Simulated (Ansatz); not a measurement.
Crystal: NbSeN.

```
Nb Se N
1.0
     3.67250    0.00000    0.00000
     0.00000    3.67250    0.00000
     0.00000    0.00000    6.37816
Nb Se N
2 2 2
Cartesian
  0.0000 1.8362 5.2746
  1.8362 0.0000 1.1036
  0.0000 1.8362 2.4331
  1.8362 0.0000 3.9450
  0.0000 0.0000 0.0000
  1.8362 1.8362 0.0000
```

The cell comes from a database or a generator and needn't be the stable form of this composition.

- Program: Ansatz 0.2.0
- Task: single point
- Functional: PBE
- Potentials or basis: Ansatz PAW
- Cutoff: 420 eV (not typed: the program's choice for these potentials)
- k mesh: 7 × 7 × 4
- Occupations: fermi-dirac, width 0.05 eV
- Spin: no spin polarisation

On this cell: pressure -3.1 GPa; largest force 0.498 eV/Å; band gap on the k mesh none (metal or under the smearing width).

The same run follows on a disturbed copy (atoms moved at random, drawn with an rms of 0.05 Å):

```xyz
6
Lattice="3.6725 0.0000 0.0000 0.0000 3.6725 0.0000 0.0000 0.0000 6.3782" Properties=species:S:1:pos:R:3 pbc="T T T"
Nb   -0.0188    1.8687    5.2619
Nb    1.8513    0.0343    1.0919
Se    0.0104    1.8380    2.4344
Se    1.8272    0.0208    3.9931
N     0.0205    0.0154    0.0251
N     1.8568    1.8598    0.0464
```

Question: What changes?

Answer: The energy (extrapolated to zero smearing) moves by +4.9 meV/atom; pressure -2.8 GPa; largest force 0.878 eV/Å; band gap on the k mesh none (metal or under the smearing width).

Forces on the atoms (eV/Å):
```
Nb   0.330 -0.159  0.798
Nb   0.046 -0.167 -0.207
Se  -0.078  0.130  0.192
Se   0.026 -0.038 -0.220
N   -0.135  0.172 -0.180
N   -0.190  0.061 -0.383
```

Stress tensor (GPa, compression positive):
```
-3.09  0.04 -0.16
 0.04 -2.77 -0.16
-0.16 -0.16 -2.63
```
